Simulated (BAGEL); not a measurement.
**[SiAsNH5]− (SMILES N[SiH-][AsH2]): RI-MP2/def2-SVP (density fitting with qzvpp-jkfit)**

What is the energy change on altering one bond length of [SiAsNH5]− at RI-MP2/def2-SVP (density fitting with qzvpp-jkfit)? 

Program for the calculation: BAGEL 1.2.2.

3 further runs of the same task are left out: 3 that didn't finish.

**1. The molecule**

[SiAsNH5]− has 8 atoms, charge -1, and is taken as a singlet. As SMILES, `N[SiH-][AsH2]`. The shape comes from GFN2-xTB, which is rough for such elements, and wasn't checked as a minimum. This is one conformer, not always the lowest.

Bond lengths: N1–Si2 1.830 Å, Si2–As3 2.343 Å, N1–H4 1.015 Å, N1–H5 1.013 Å, Si2–H6 1.547 Å, As3–H7 1.524 Å, As3–H8 1.538 Å. Angles: N1–Si2–As3 98.9°, N1–Si2–H6 94.7°, As3–Si2–H6 95.3°, Si2–N1–H4 110.1°, Si2–N1–H5 110.2°, Si2–As3–H7 88.8°, Si2–As3–H8 93.0°, H4–N1–H5 105.8°, H7–As3–H8 88.0°.

**2. A single-point energy at RI-MP2/def2-SVP (density fitting with qzvpp-jkfit)**

input.json

```json
{ "bagel": [

{
  "title": "molecule",
  "basis": "svp",
  "df_basis": "qzvpp-jkfit",
  "angstrom": true,
  "geometry": [
    { "atom": "N", "xyz": [   -0.838070,    0.864470,   -1.043310 ] },
    { "atom": "Si", "xyz": [    0.181640,    0.666620,    0.462990 ] },
    { "atom": "As", "xyz": [    0.693570,   -1.610740,    0.259590 ] },
    { "atom": "H", "xyz": [   -1.797180,    0.592360,   -0.853060 ] },
    { "atom": "H", "xyz": [   -0.876200,    1.839720,   -1.313450 ] },
    { "atom": "H", "xyz": [    1.486170,    1.165940,   -0.201560 ] },
    { "atom": "H", "xyz": [    1.593010,   -1.483900,    1.483590 ] },
    { "atom": "H", "xyz": [   -0.442930,   -2.034460,    1.205200 ] }
  ]
},
{
  "title": "hf",
  "charge": -1
},
{
  "title": "mp2",
  "charge": -1,
  "ncore": 15
}

]}
```

Run with:

```
$ BAGEL_NUM_THREADS=1 BAGEL input.json > input.out
```

Standard output:

```text
* using 1 threads per process

  ===============================================================
  ===============================================================

  *** Geometry ***

  { "atom" : "N", "xyz" : [     -1.583723,      1.633612,     -1.971570 ] },
  { "atom" : "Si", "xyz" : [      0.343250,      1.259729,      0.874924 ] },
  { "atom" : "As", "xyz" : [      1.310657,     -3.043857,      0.490554 ] },
  { "atom" : "H", "xyz" : [     -3.396178,      1.119398,     -1.612050 ] },
  { "atom" : "H", "xyz" : [     -1.655778,      3.476567,     -2.482061 ] },
  { "atom" : "H", "xyz" : [      2.808454,      2.203307,     -0.380893 ] },
  { "atom" : "H", "xyz" : [      3.010353,     -2.804165,      2.803579 ] },
  { "atom" : "H", "xyz" : [     -0.837016,     -3.844572,      2.277498 ] },

  Number of auxiliary basis functions:      561

  Since a DF basis is specified, we compute 2- and 3-index integrals:
    o Being stored without compression. Storage requirement is 0.036 GB

  Number of basis functions:       89
  Number of electrons      :       59

    * METHOD: MOLECULE                             0.30

  *** RHF ***

  === Nuclear Repulsion ===
   237.7025815355

      * DIIS with orbital gradients will be used.

  === RHF iteration (svp) ===
      0      -2579.88745627          0.01632052           0.12
      1      -2580.00171654          0.01036303           0.12
      2      -2580.05573368          0.00120059           0.12
      3      -2580.05781380          0.00022775           0.12
      4      -2580.05791104          0.00008196           0.12
      5      -2580.05792693          0.00002612           0.12
      6      -2580.05792857          0.00000951           0.12
      7      -2580.05792872          0.00000310           0.12
      8      -2580.05792874          0.00000131           0.12
      9      -2580.05792875          0.00000048           0.12
     10      -2580.05792875          0.00000012           0.12
     11      -2580.05792875          0.00000005           0.12
     12      -2580.05792875          0.00000002           0.12
     13      -2580.05792875          0.00000001           0.12
    * SCF iteration converged.

    * Permanent dipole moment:
           (    0.289733,     0.984589,     0.307019) a.u.

    * METHOD: HF                                   1.93

  *** RHF ***

  === Nuclear Repulsion ===
   237.7025815355

      * DIIS with orbital gradients will be used.

  === RHF iteration (svp) ===
      0      -2580.05792875          0.00000000           0.12
    * SCF iteration converged.

    * Permanent dipole moment:
           (    0.289733,     0.984590,     0.307019) a.u.

  === DF-MP2 calculation ===

    * freezing 15 orbitals
    * 3-index integral transformation done
    * assembly done

      MP2 correlation energy:   -0.5185843079      0.06

      MP2 total energy:       -2580.5765130543

    * METHOD: MP2                                  0.31

  ===============================================================
```

Wall time 2.7 s (1 thread of Arm Neoverse V2, shared host); peak memory 0.15 GiB.

**3. The distorted shape, same level**

calc.json

```json
{ "bagel" : [

{
  "title" : "molecule",
  "basis" : "svp",
  "df_basis" : "qzvpp-jkfit",
  "angstrom" : true,
  "geometry" : [
    { "atom" : "N", "xyz" : [      -0.973011,       0.845440,      -1.226945 ] },
    { "atom" : "Si", "xyz" : [       0.046699,       0.647590,       0.279355 ] },
    { "atom" : "As", "xyz" : [       0.558629,      -1.629770,       0.075955 ] },
    { "atom" : "H", "xyz" : [      -1.932121,       0.573330,      -1.036695 ] },
    { "atom" : "H", "xyz" : [      -1.011141,       1.820690,      -1.497085 ] },
    { "atom" : "H", "xyz" : [       1.351229,       1.146910,      -0.385195 ] },
    { "atom" : "H", "xyz" : [       1.593010,      -1.483900,       1.483590 ] },
    { "atom" : "H", "xyz" : [      -0.577871,      -2.053490,       1.021565 ] }
  ]
},

{ "title" : "hf", "charge" : -1 },

{ "title" : "mp2", "charge" : -1, "ncore" : 15 }

]}
```

Run with:

```
$ BAGEL_NUM_THREADS=1 BAGEL calc.json > calc.out
```

Standard output:

```text
* using 1 threads per process

  ===============================================================
  ===============================================================

  *** Geometry ***

  { "atom" : "N", "xyz" : [     -1.838724,      1.597650,     -2.318590 ] },
  { "atom" : "Si", "xyz" : [      0.088248,      1.223768,      0.527904 ] },
  { "atom" : "As", "xyz" : [      1.055656,     -3.079819,      0.143534 ] },
  { "atom" : "H", "xyz" : [     -3.651180,      1.083437,     -1.959070 ] },
  { "atom" : "H", "xyz" : [     -1.910780,      3.440605,     -2.829081 ] },
  { "atom" : "H", "xyz" : [      2.553453,      2.167346,     -0.727913 ] },
  { "atom" : "H", "xyz" : [      3.010353,     -2.804165,      2.803579 ] },
  { "atom" : "H", "xyz" : [     -1.092018,     -3.880534,      1.930478 ] },

  Number of auxiliary basis functions:      561

  Since a DF basis is specified, we compute 2- and 3-index integrals:
    o Being stored without compression. Storage requirement is 0.036 GB

  Number of basis functions:       89
  Number of electrons      :       59

    * METHOD: MOLECULE                             0.29

  *** RHF ***

  === Nuclear Repulsion ===
   236.0231820075

      * DIIS with orbital gradients will be used.

  === RHF iteration (svp) ===
      0      -2579.87404829          0.01632745           0.12
      1      -2579.98841047          0.01043142           0.11
      2      -2580.04327288          0.00118683           0.11
      3      -2580.04533056          0.00022295           0.12
      4      -2580.04542703          0.00007860           0.11
      5      -2580.04544265          0.00002418           0.11
      6      -2580.04544430          0.00000843           0.11
      7      -2580.04544443          0.00000320           0.11
      8      -2580.04544446          0.00000134           0.11
      9      -2580.04544446          0.00000051           0.11
     10      -2580.04544446          0.00000015           0.11
     11      -2580.04544446          0.00000007           0.11
     12      -2580.04544446          0.00000003           0.11
     13      -2580.04544446          0.00000001           0.12
     14      -2580.04544446          0.00000000           0.11
    * SCF iteration converged.

    * Permanent dipole moment:
           (    0.438980,     0.970373,     0.472313) a.u.

    * METHOD: HF                                   1.98

  *** RHF ***

  === Nuclear Repulsion ===
   236.0231820075

      * DIIS with orbital gradients will be used.

  === RHF iteration (svp) ===
      0      -2580.04544446          0.00000000           0.11
    * SCF iteration converged.

    * Permanent dipole moment:
           (    0.438980,     0.970373,     0.472313) a.u.

  === DF-MP2 calculation ===

    * freezing 15 orbitals
    * 3-index integral transformation done
    * assembly done

      MP2 correlation energy:   -0.5181314160      0.06

      MP2 total energy:       -2580.5635758809

    * METHOD: MP2                                  0.30

  ===============================================================
```

It took 2.7 s on 1 thread of Arm Neoverse V2, shared host; peak memory 0.15 GiB.

**4. Summary of results**

Level: RI-MP2/def2-SVP (density fitting with qzvpp-jkfit), 15 core orbitals frozen.

| quantity | value |
| --- | --- |
| first shape: total energy | -2580.57651 Eh |
| first shape: correlation energy (15 core orbitals frozen) | -518.6 mEh |
| distorted shape: total energy | -2580.56358 Eh |
| distorted shape: correlation energy (15 core orbitals frozen) | -518.1 mEh |
| energy change with the As3–H7 bond stretched from 1.524 to 1.753 Å | 0.352 eV |

With the As3–H7 bond stretched from 1.524 to 1.753 Å the energy rises by 0.35 eV (8.1 kcal/mol). The first shape isn't relaxed at this level, so the change isn't measured from a minimum.
